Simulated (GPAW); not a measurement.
**CH3KS (SMILES C[S][K]): a first try and a second**

Wanted: the charge distribution of CH3KS, RPBE/plane waves (scalar-relativistic datasets, plane-wave cutoff 450 eV).

Program for the calculation: GPAW 26.7.0.

### 1 Starting point

The species is CH3KS (6 atoms), meant as a singlet with charge 0. SMILES: `C[S][K]`. The shape is that of a PBE0-D4/def2-TZVP optimisation.

Bond lengths: C1–S2 1.819 Å, S2–K3 2.809 Å, C1–H4 1.092 Å, C1–H5 1.093 Å, C1–H6 1.093 Å. Angles: C1–S2–K3 117.1°, S2–C1–H4 109.5°, S2–C1–H5 111.9°, S2–C1–H6 111.9°, H4–C1–H5 107.6°, H4–C1–H6 107.6°, H5–C1–H6 108.3°.

### 2 Try one

Contents of sp.py:

```python
import numpy as np
from ase import Atoms
from ase.units import Debye
from gpaw import GPAW, PW

# Atomic positions
atoms = Atoms(["C", "S", "K", "H", "H", "H"],
    positions=[[ -0.468800,   0.429300,  -0.376400],
               [ -0.102100,  -1.249500,   0.219700],
               [  2.293000,  -1.605900,   1.643000],
               [ -1.422100,   0.425800,  -0.910000],
               [  0.295500,   0.792000,  -1.068500],
               [ -0.473030,   0.465050,  -0.335285]])
atoms.center(vacuum=5.5)

# DFT calculator
dft = GPAW(mode=PW(450), xc="RPBE", maxiter=57, txt="-")
atoms.calc = dft

energy = atoms.get_potential_energy()
print(f"Energy: {energy:.5f} eV")
forces = atoms.get_forces()
print("Forces (eV/Ang)")
for symbol, f in zip(atoms.symbols, forces):
    print(f'{symbol:2} {f[0]:9.4f} {f[1]:9.4f} {f[2]:9.4f}')
dipole = atoms.get_dipole_moment() / Debye
print(f"Dipole                  {np.linalg.norm(dipole):.3f} D")
homo, lumo = dft.get_homo_lumo()
print(f"HOMO = {homo:.3f} eV")
print(f"LUMO = {lumo:.3f} eV")
print(f"Gap: {lumo - homo:.3f} eV")
```

Run with:

```
$ python sp.py
```

Standard output:

```text
[...]
  mode=PW(ecut=450.00000000000006),
[...]
Number of symmetries: 1
[...]
  Number of IBZ points: 1
[...]
Cutoff: 450.00000000000006 eV
Spin-components: 1 (collinear spins)
Bands:           16
[...]
  Valence electrons: 22.0
[...]
  Grid points: [72 70 70]
  Charge: 0.0  # |e|
[...]
    cutoffs:
[...]
occupation numbers:
  # Zero width
[...]
xc functional:
  name: RPBE with 2 nearest neighbor stencil
[...]
|iter     |     time |      energy | eigst |  dens |
[...]
|iter:   1| 00:00:12 |  108.812514 | +0.78 |       |
[...]
|iter:  12| 00:01:14 |  128.830243c| -7.47c| -4.75c|
Converged in 12 steps
[...]
Energy contributions relative to reference atoms: (reference = -28315.423444)
Energy contributions:
  Kinetic:         148.585841
  Coulomb:          17.148119
  Zero:              1.007660
  External:          0.000000
  Xc:              -37.911377
  Entropy:           0.000000
  Spinorbit:         0.000000
  ----------------------------
  Free energy:     128.830243
  Extrapolated:    128.830243
dipole moment: (1.641479, -0.236611, 0.809573)  # |e|*Ang
Fermi level: -2.368
Eigenvalues  # (at kpt = [0.000, 0.000, 0.000])
| band index |      eig [eV] | occ [0-2] |
|------------|---------------|-----------|
|          0 |       -35.056 |     2.000 |
|        ... |               |           |
|          3 |       -18.488 |     2.000 |
|          4 |       -17.619 |     2.000 |
|          5 |       -13.358 |     2.000 |
|          6 |        -9.697 |     2.000 |
|          7 |        -7.748 |     2.000 |
|          8 |        -6.215 |     2.000 |
|          9 |        -3.526 |     2.000 |
|         10 |        -2.933 |     2.000 |
|         11 |        -1.802 |     0.000 |
|         12 |        -0.398 |     0.000 |
[...]
Gap: 1.131 eV
Transition (v -> c):
[...]
Forces (eV/Ang)
C    12.7120 -110.8370 -132.4349
S    -0.2506    0.4312   -0.5541
K     0.0724    0.0275    0.0641
H     2.0370   -0.3027    0.6671
H    -1.6153   -1.0991    0.9465
H   -12.9496  111.7776  131.3049
Dipole                  8.864 D
HOMO = -2.933 eV
LUMO = -1.802 eV
Gap: 1.131 eV
```

Run time: 83 s. Hardware: 1 thread of Intel Xeon at 2.50GHz (Skylake/Cascade Lake), shared host; peak memory 0.75 GiB.

### 3 Reading the log

The program ended normally, but the settings are unsound, so its numbers aren't properties of the molecule.

Cause: two atoms lie on top of or far too near each other. As the program read them, the closest atoms are 0.05 Å apart, against 1.09 Å in the sound input.

### 4 Second attempt

Contents of molecule.xyz:

```xyz
6

C     -0.468800     0.429300    -0.376400
S     -0.102100    -1.249500     0.219700
K      2.293000    -1.605900     1.643000
H     -1.422100     0.425800    -0.910000
H      0.295500     0.792000    -1.068500
H     -0.553400     1.144300     0.445900
```

Contents of molecule.py:

```python
import numpy as np
from ase.io import read
from ase.units import Debye
from gpaw import GPAW, PW

# Structure
atoms = read('molecule.xyz')
atoms.center(vacuum=5.5)

# Calculator
calc = GPAW(mode=PW(450), xc='RPBE', maxiter=100, txt='-')
atoms.calc = calc

energy = atoms.get_potential_energy()
print(f'Energy = {energy:.5f} eV')
forces = atoms.get_forces()
print('Forces (eV/Ang)')
for symbol, f in zip(atoms.symbols, forces):
    print(f'{symbol:2} {f[0]:9.4f} {f[1]:9.4f} {f[2]:9.4f}')
dipole = atoms.get_dipole_moment() / Debye
print(f'Dipole: {np.linalg.norm(dipole):.3f} D')
homo, lumo = calc.get_homo_lumo()
print(f'HOMO: {homo:.3f} eV')
print(f'LUMO = {lumo:.3f} eV')
print(f'Gap = {lumo - homo:.3f} eV')
```

Run with:

```
$ python3 molecule.py
```

Standard output:

```text
[...]
  mode=PW(ecut=450.00000000000006),
[...]
Number of symmetries: 1
[...]
  Number of IBZ points: 1
[...]
Cutoff: 450.00000000000006 eV
Spin-components: 1 (collinear spins)
Bands:           16
[...]
  Valence electrons: 22.0
[...]
  Grid points: [72 70 70]
  Charge: 0.0  # |e|
[...]
    cutoffs:
[...]
occupation numbers:
  # Zero width
[...]
xc functional:
  name: RPBE with 2 nearest neighbor stencil
[...]
|iter     |     time |      energy | eigst |  dens |
[...]
|iter:   1| 00:00:11 |  -27.931013 | +0.32 |       |
[...]
|iter:  11| 00:01:08 |  -24.611230c| -7.66c| -4.48c|
Converged in 11 steps
[...]
Energy contributions relative to reference atoms: (reference = -28315.423444)
Energy contributions:
  Kinetic:          21.088795
  Coulomb:         -21.400944
  Zero:             -0.607883
  External:          0.000000
  Xc:              -23.691199
  Entropy:           0.000000
  Spinorbit:         0.000000
  ----------------------------
  Free energy:     -24.611230
  Extrapolated:    -24.611230
dipole moment: (1.621374, -0.137095, 0.942107)  # |e|*Ang
Fermi level: -2.490
Eigenvalues  # (at kpt = [0.000, 0.000, 0.000])
| band index |      eig [eV] | occ [0-2] |
|------------|---------------|-----------|
|          0 |       -35.001 |     2.000 |
|        ... |               |           |
|          3 |       -18.422 |     2.000 |
|          4 |       -16.797 |     2.000 |
|          5 |       -12.929 |     2.000 |
|          6 |        -8.618 |     2.000 |
|          7 |        -8.597 |     2.000 |
|          8 |        -6.659 |     2.000 |
|          9 |        -3.400 |     2.000 |
|         10 |        -3.202 |     2.000 |
|         11 |        -1.779 |     0.000 |
|         12 |        -0.349 |     0.000 |
[...]
Gap: 1.423 eV
Transition (v -> c):
[...]
Forces (eV/Ang)
C     0.0130    0.1344   -0.0243
S     0.0066   -0.4677    0.1094
K     0.0771   -0.0052    0.0477
H    -0.2768    0.0032   -0.1570
H     0.2053    0.1188   -0.1968
H    -0.0271    0.2158    0.2202
Dipole: 9.031 D
HOMO: -3.202 eV
LUMO = -1.779 eV
Gap = 1.423 eV
```

Run time: 77 s. Hardware: 1 thread of Intel Xeon at 2.50GHz (Skylake/Cascade Lake), shared host; peak memory 0.75 GiB.

### 5 What came out

At RPBE/plane waves (scalar-relativistic datasets, plane-wave cutoff 450 eV):

| quantity | value |
| --- | --- |
| energy as printed (from the program's reference atoms) | -24.6112 eV |
| dipole moment | 9.03 D |
| HOMO energy (from the vacuum level) | -3.35 eV |
| LUMO energy (from the vacuum level) | -1.93 eV |
| HOMO–LUMO gap | 1.42 eV |
| largest force on an atom | 0.480 eV/Å |

The first attempt's energy was +153.441 eV off this one. The largest force is 0.48 eV/Å: the shape isn't a stationary point for this species at this level.
